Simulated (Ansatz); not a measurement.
**CH3BFN: single points off equilibrium**

Aim: energy, forces and dipole at a structure displaced at random from a GFN2-xTB minimum, from CCSD(T) and from density functionals.

Method: single points in def2-TZVPP; program: Ansatz 0.2.0, Gaussian basis.

Cores are frozen in the correlated methods.

### Step 1. The system as given

SMILES `N=CBF`, 7 atoms, charge 0, spin multiplicity 1.

Atoms are counted from 1 here; the program's logs count them from 0.

Bond lengths: N1–C2 1.286 Å, N1–H5 1.056 Å, C2–B3 1.585 Å, C2–H6 1.098 Å, B3–F4 1.303 Å, B3–H7 1.149 Å. Angles: C2–N1–H5 111.0°, N1–C2–B3 127.4°, N1–C2–H6 111.3°, B3–C2–H6 121.2°, C2–B3–F4 117.4°, C2–B3–H7 124.9°, F4–B3–H7 117.6°.

Coordinates:

```xyz
7
CH3BFN
N     0.4840    1.0607   -1.0548
C    -0.1271    0.6875    0.0132
B    -0.2266   -0.7809    0.6018
F     0.2769   -1.7479   -0.1117
H     0.8804    0.2305   -1.5742
H    -0.5514    1.5459    0.5498
H    -0.7573   -1.0625    1.5810
```

### Step 2. CCSD(T)/def2-TZVPP

Contents of run/in.yaml:

```yaml
crystal:
  periodic: [false, false, false]
  atoms:
    - {symbol: N, position_ang: [0.484000, 1.060700, -1.054800]}
    - {symbol: C, position_ang: [-0.127100, 0.687500, 0.013200]}
    - {symbol: B, position_ang: [-0.226600, -0.780900, 0.601800]}
    - {symbol: F, position_ang: [0.276900, -1.747900, -0.111700]}
    - {symbol: H, position_ang: [0.880400, 0.230500, -1.574200]}
    - {symbol: H, position_ang: [-0.551400, 1.545900, 0.549800]}
    - {symbol: H, position_ang: [-0.757300, -1.062500, 1.581000]}
basis:
  gaussian: {orbitals: def2-TZVPP}
correlation: {method: ccsd_t}
output: {forces: true}
```

The command line of these runs was not kept.

### Step 3. PBE0-D4/def2-TZVPP

Changes to run/in.yaml since step 2:

```diff
@@ -12,3 +12,3 @@
   gaussian: {orbitals: def2-TZVPP}
-correlation: {method: ccsd_t}
-output: {forces: true}
+hamiltonian: {xc: pbe0, dispersion: d4}
+output: {forces: true, orbitals: {seedname: orbitals}}
```

### Step 4. wB97M-V/def2-TZVPP

Changes to run/in.yaml since step 3:

```diff
@@ -12,3 +12,3 @@
   gaussian: {orbitals: def2-TZVPP}
-hamiltonian: {xc: pbe0, dispersion: d4}
-output: {forces: true, orbitals: {seedname: orbitals}}
+hamiltonian: {xc: {name: wB97M-V}}
+output: {forces: true}
```

### Step 5. r2SCAN-D4/def2-TZVPP

Changes to run/in.yaml since step 4:

```diff
@@ -12,3 +12,3 @@
   gaussian: {orbitals: def2-TZVPP}
-hamiltonian: {xc: {name: wB97M-V}}
+hamiltonian: {xc: r2scan, dispersion: d4}
 output: {forces: true}
```

### Step 6. PBE-D4/def2-TZVPP

Changes to run/in.yaml since step 5:

```diff
@@ -12,3 +12,3 @@
   gaussian: {orbitals: def2-TZVPP}
-hamiltonian: {xc: r2scan, dispersion: d4}
+hamiltonian: {xc: pbe, dispersion: d4}
 output: {forces: true}
```

### Step 7. wB97X-V/def2-TZVPP

Changes to run/in.yaml since step 6:

```diff
@@ -12,3 +12,3 @@
   gaussian: {orbitals: def2-TZVPP}
-hamiltonian: {xc: pbe, dispersion: d4}
+hamiltonian: {xc: {name: wB97X-V}}
 output: {forces: true}
```

### Step 8. r2SCANh-D4/def2-TZVPP

Changes to run/in.yaml since step 7:

```diff
@@ -12,3 +12,3 @@
   gaussian: {orbitals: def2-TZVPP}
-hamiltonian: {xc: {name: wB97X-V}}
+hamiltonian: {xc: {name: r2SCANh}, dispersion: d4}
 output: {forces: true}
```

(Steps that only read results are left out.)

What does the calculation give? Wanted: energy less free atoms, CCSD(T)/def2-TZVPP; RMS force component; RMS force error; HOMO and LUMO, PBE0-D4; T1 diagnostic.

As calculated:

| quantity | value |
| --- | --- |
| energy less free atoms, CCSD(T)/def2-TZVPP | -2716.0 kJ/mol |
| RMS force component | 0.622 to 0.689 eV/Å over the methods |
| RMS force error | PBE0-D4 0.328, wB97M-V 0.314, r2SCAN-D4 0.217, PBE-D4 0.214, wB97X-V 0.307, r2SCANh-D4 0.290 eV/Å |
| HOMO and LUMO, PBE0-D4 | -7.70 and -2.44 eV |
| T1 diagnostic | 0.013 |

**Reading.** Against CCSD(T) the functionals' energies less atoms differ by -179.2 to -61.4 kJ/mol, PBE-D4 by -179.2 kJ/mol. A larger basis would deepen the CCSD(T) value, while the functionals are nearly converged already, so the order here is not reliable. The forces of PBE-D4 come nearest to CCSD(T), those of PBE0-D4 are farthest. Frozen-core CCSD(T) forces in triple zeta carry basis errors of their own, and this is one geometry, so small gaps rank nothing. The restricted Hartree–Fock reference is unstable towards an unrestricted one at one or more of these structures.
